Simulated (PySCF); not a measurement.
# C4H7NOS2: the cost of one run

Programs: PySCF 2.14.0, with density-fitted response routines of our own. Each step states its level of theory. These are calculated values for one molecule, in the gas phase or a continuum, unless marked as measured. Atoms are numbered from 0 throughout.

## Step 1: The starting structure

15 atoms, charge 0, multiplicity 1; geometry from: GFN2-xTB. The atoms were then displaced at random by about 0.01 Å, so the start is not that level's minimum.

Bonds of the start (Å): N0–C1 1.38, C1–O2 1.22, C1–C3 1.50, C3–S4 1.84, S4–C5 1.83, C5–C6 1.52, C6–S7 1.83, S7–C3 1.85, N0–H8 1.01, N0–H9 0.99, C3–H10 1.08, C5–H11 1.08, C5–H12 1.08, C6–H13 1.11, C6–H14 1.08.

## Step 2: Optimising the geometry at PBE0-D3(BJ)/def2-SVP

Job settings and geometry (Å):

```
{"job": {"xc": "PBE0", "basis": "def2-SVP", "d3": "d3bj", "grid": 1, "shake": 0.01, "kind": "geom"}, "charge": 0, "multiplicity": 1}
N      2.678730    -0.285560    -0.259740
C      1.392860    -0.085410    -0.718130
O      1.049520     0.839000    -1.430290
C      0.466730    -1.155930    -0.234190
S     -1.083310    -1.236010    -1.216380
C     -1.769560     0.232920    -0.363810
C     -1.653680    -0.026490     1.128080
S     -0.009770    -0.741230     1.503410
H      3.338120     0.461490    -0.436720
H      2.879330    -0.964750     0.428830
H      0.889960    -2.146550    -0.222740
H     -2.795000     0.340180    -0.671440
H     -1.209980     1.103410    -0.683230
H     -2.427000    -0.743550     1.466730
H     -1.762280     0.885440     1.702380
```

Run with:

```
OMP_NUM_THREADS=1 python probes_run.py task.json out
```

One launch serves the whole session: the jobs run in the order shown.

Q: Estimate the wall time and peak memory of this first job on 1 thread of Arm Neoverse V2, shared host.

About 1.9 min, with a peak of 0.63 GiB.
